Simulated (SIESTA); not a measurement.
## TaAs under changes of volume

One of the cells (17.396 Å³/atom); the others are scaled copies at fixed shape and fractional positions:

```
CELL_PARAMETERS angstrom
-1.72181 1.72181 5.86794
1.72181 -1.72181 5.86794
1.72181 1.72181 -5.86794
ATOMIC_POSITIONS crystal
Ta 0.49997 0.49997 0.00000
Ta 0.24997 0.74997 0.50000
As 0.08263 0.08263 0.00000
As 0.83263 0.33263 0.50000
```

The cell is a database's computed one.

| Quantity | Value |
| --- | --- |
| Program | SIESTA 5.4.2 |
| Functional | LDA |
| Potentials or basis | PseudoDojo 0.4 standard (LDA files) |
| Basis | DZP (energy shift 0.003 Ry; two zetas on semicore shells) |
| Grid cutoff | 800 Ry |
| Energy shift | 0.003 Ry |
| k mesh | 11 × 11 × 11 |
| Occupations | fermi-dirac, width 0.05 eV |
| Spin | no spin polarisation |

| volume (Å³/atom) | energy over the lowest point (meV/atom) | pressure (GPa) | largest force (eV/Å) |
| --- | --- | --- | --- |
| 16.353 | 8.53 | 6.3 | 0.085 |
| 16.700 | 0.00 | 1.7 | 0.073 |
| 17.048 | ? | ? | ? |
| 17.396 | 10.20 | -6.1 | 0.050 |
| 17.744 | 27.04 | -9.3 | 0.042 |
| 18.092 | 50.60 | -12.3 | 0.034 |
| 18.440 | 80.18 | -14.9 | 0.026 |

What does the run at 17.048 Å³/atom give?

Energy over the lowest point 0.89 meV/atom; pressure -2.4 GPa; largest force 0.061 eV/Å.

Worked out: A Birch-Murnaghan fit of order 3 (a polynomial in V^(-2/3)) to the other rows has its minimum at 16.84 Å³/atom with B0 = V·E''(V) = 201 GPa and B' = 4.5 at fixed shape and positions, which overstates the stiffness. It gives 0.88 meV/atom at 17.048 Å³/atom, against the run's 0.89, and -dE/dV = -2.4 GPa, against -2.4.

Energies are extrapolated to zero smearing.

Caveats: short orbitals over semicore shells can move pressures by several GPa; the basis of atomic orbitals isn't converged, which shifts pressures, moduli and gaps.
